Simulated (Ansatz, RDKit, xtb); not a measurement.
# C4H6Cl2O2: ranking a sample of isomers

A sample of isomers of C4H6Cl2O2 is drawn. Aim: find which of them has the lowest free energy at 298.15 K, then its properties. The sample is small against all isomers, and the most stable one of this formula need not be in it.

The funnel: GFN2-xTB relaxations, single points with a density functional, relaxations at PBE-D3(BJ)/def2-SVP, harmonic vibrations (at GFN2-xTB), and a last energy at a higher level. All values are calculated.

### Step 1. Drawing up candidates

Isomers were taken from a list of plausible structures; this is a sample, not all of them. That gives 8 candidates.

```
label                   SMILES     spin
 c010          CC(=O)OCC(Cl)Cl  singlet
 c203  CO[C@@H]1O[C@H]1C(Cl)Cl  singlet
 c474      ClC(Cl)[C@@H]1COCO1  singlet
 c597          COC(=O)CC(Cl)Cl  singlet
 c601      CO[C@H](C=O)C(Cl)Cl  singlet
 c645            O=CCOCC(Cl)Cl  singlet
 c685           ClC(Cl)C1OCCO1  singlet
 c952          O=C(O)CCC(Cl)Cl  singlet
```

Candidates are built by distance geometry, with a force field where one applies, in up to four conformers (letters a to d).

Q: Predict the outcome of this search (final energies at CCSD(T)/def2-SVP + MP2/def2-TZVPP - MP2/def2-SVP).

| quantity | value |
| --- | --- |
| lowest structure found | O=C(O)CCC(Cl)Cl, singlet |
| next finalist | CC(=O)OCC(Cl)Cl, singlet, 8.6 kcal/mol higher in G |
| share at equilibrium, among the finalists | 100.0 % |

The lowest structure found is `O=C(O)CCC(Cl)Cl`. Among the finalists first place is clear (8.6 kcal/mol); structures outside the list aren't covered. GFN2-xTB, r2SCAN-D4/def2-SVP, PBE-D3(BJ)/def2-SVP, HF/def2-SVP and MP2/def2-SVP already put its bonding pattern lowest among the structures in one piece; HF/STO-3G favours the singlet ClC(Cl)C1OCCO1 (c685b, not a finalist). 6 minima inside the window were never screened. Lowest found is not proven lowest: the search is finite, and each finalist counts with one conformer. Only 8 drawn patterns were tried, so whole families of isomers are missing, and the result ranks this sample alone. The lowest isomer need not be the one that is made and kept in a bottle, which depends on barriers.
